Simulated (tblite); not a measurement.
# Al4F3H7O2P4W: the cost of one run

Computed with tblite 0.8.0 and PySCF 2.14.0; each step states its level. No surroundings beyond the atoms listed, unless a continuum is named. Atoms count from 0, parts from 1.

## 1. The system as given

21 atoms, charge 0, multiplicity 1; geometry: distance geometry start.

## 2. Relaxing the cluster with GFN1-xTB

The job: settings as JSON, then the geometry in Å.

```
{"job": {"kind": "relax", "xc": "GFN1-xTB", "basis": "xTB"}, "charge": 0, "multiplicity": 1}
Al    -1.165821    -1.692614    -1.217314
P      0.825357    -0.629850    -0.817433
Al     0.589369     0.560331    -2.792914
P     -1.410466    -0.533963    -3.193437
Al    -2.550199     1.117423    -2.052929
P     -2.332367    -0.065305    -0.072280
Al    -0.316272     1.024220     0.305151
O      0.159590     1.742956     1.863591
W      0.675733     0.818369     3.547541
O      2.402071     0.491497     2.655123
F     -0.728216    -0.423091     3.388296
F      1.334729    -0.341183     4.877533
F     -0.081573     1.860393     4.899792
P     -0.572086     2.223068    -1.632882
H     -1.398211    -3.123665    -1.082411
H      1.923757    -1.218120    -0.416539
H      1.630276     0.788410    -3.739688
H     -1.755148    -1.037154    -4.344001
H     -3.776980     1.760712    -2.524053
H     -3.276542    -0.266352     0.800644
H     -0.355528     3.511830    -1.782990
```

Method: GFN1-xTB geometry optimisation, gas phase.

Command:

```
$ OMP_NUM_THREADS=1 python cluster_run.py task.json out
```

This one command runs all jobs of the session in turn.

Q: Estimate the wall time of this first job on 1 thread of Intel Xeon Platinum 8488C, shared host.

About 12 s.
